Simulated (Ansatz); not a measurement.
# AlBH₈SSi₂: basis-set convergence

The task here is to estimate one member of a computed series from the others.

Method: one geometry, several basis sets; program: Ansatz 0.2.0, Gaussian basis.

The runs, in order: PBE0-D4/def2-SVP; ωB97M-V/def2-SVP; PBE0-D4/def2-QZVPP; ωB97M-V/def2-QZVPP; the functionals' def2-TZVPP values are taken from earlier runs.

### Structure used throughout

All runs share one geometry, relaxed beforehand with PBE0-D4 in a triple-zeta def2 set.

13 atoms, charge 0, spin multiplicity 1.

Atoms are counted from 1 here; the program's logs count them from 0.

Bond lengths: B1–Si2 1.858 Å, B1–Al3 2.187 Å, B1–H6 1.195 Å, B1–H7 1.224 Å, Si2–Al3 2.760 Å, Si2–H8 1.485 Å, Si2–H9 1.484 Å, Al3–Si4 2.446 Å, Al3–S5 2.194 Å, Si4–H10 1.490 Å, Si4–H11 1.491 Å, Si4–H12 1.490 Å, S5–H13 1.343 Å. Angles: Si2–B1–Al3 85.6°, Si2–B1–H6 121.6°, Si2–B1–H7 119.3°, Al3–B1–H6 103.7°, Al3–B1–H7 73.2°, H6–B1–H7 118.6°, B1–Si2–Al3 52.2°, B1–Si2–H8 125.4°, B1–Si2–H9 123.9°, Al3–Si2–H8 98.2°, Al3–Si2–H9 118.3°, H8–Si2–H9 110.3°, B1–Al3–Si2 42.2°, B1–Al3–Si4 113.5°, B1–Al3–S5 127.2°, Si2–Al3–Si4 137.3°, Si2–Al3–S5 103.5°, Si4–Al3–S5 115.9° and more.

The first run:

File in.yaml:

```yaml
crystal:
  periodic: [false, false, false]
  atoms:
    - {symbol: B, position_ang: [-0.821316, -0.258124, 1.513954]}
    - {symbol: Si, position_ang: [-1.992182, -1.260815, 0.476608]}
    - {symbol: Al, position_ang: [0.050765, 0.382030, -0.386958]}
    - {symbol: Si, position_ang: [2.496171, 0.357226, -0.396336]}
    - {symbol: S, position_ang: [-0.899673, 1.611471, -1.935189]}
    - {symbol: H, position_ang: [0.095310, -0.764966, 2.089753]}
    - {symbol: H, position_ang: [-0.891954, 0.963202, 1.484959]}
    - {symbol: H, position_ang: [-3.081402, -0.708689, -0.369020]}
    - {symbol: H, position_ang: [-1.859889, -2.722236, 0.257505]}
    - {symbol: H, position_ang: [3.023485, 0.915991, 0.880440]}
    - {symbol: H, position_ang: [2.993309, -1.043837, -0.510503]}
    - {symbol: H, position_ang: [3.073066, 1.144208, -1.522055]}
    - {symbol: H, position_ang: [-2.165089, 1.349639, -1.568455]}
basis:
  gaussian: {orbitals: def2-SVP}
hamiltonian: {xc: pbe0, dispersion: d4}
output: {orbitals: {seedname: orbitals}}
```

Among the steps run: PBE0-D4 in def2-SVP; ωB97M-V in def2-SVP; PBE0-D4 in def2-QZVPP; ωB97M-V in def2-QZVPP.

One table of the session follows, with a row left open; its other results are not shown here.

It belongs to the step «Functionals by basis». 

```
functional       basis  HOMO (eV)  LUMO (eV)
   PBE0-D4    def2-SVP      -6.97      -2.40
   PBE0-D4  def2-TZVPP      -6.93      -2.40
   PBE0-D4  def2-QZVPP          ?          ?
   ωB97M-V    def2-SVP      -8.77      -0.55
   ωB97M-V  def2-TZVPP      -8.77      -0.61
   ωB97M-V  def2-QZVPP      -8.78      -0.66
```

Q: Estimate the row for PBE0-D4, def2-QZVPP from the others.

**Answer.** HOMO (eV): -6.93; LUMO (eV): -2.42.
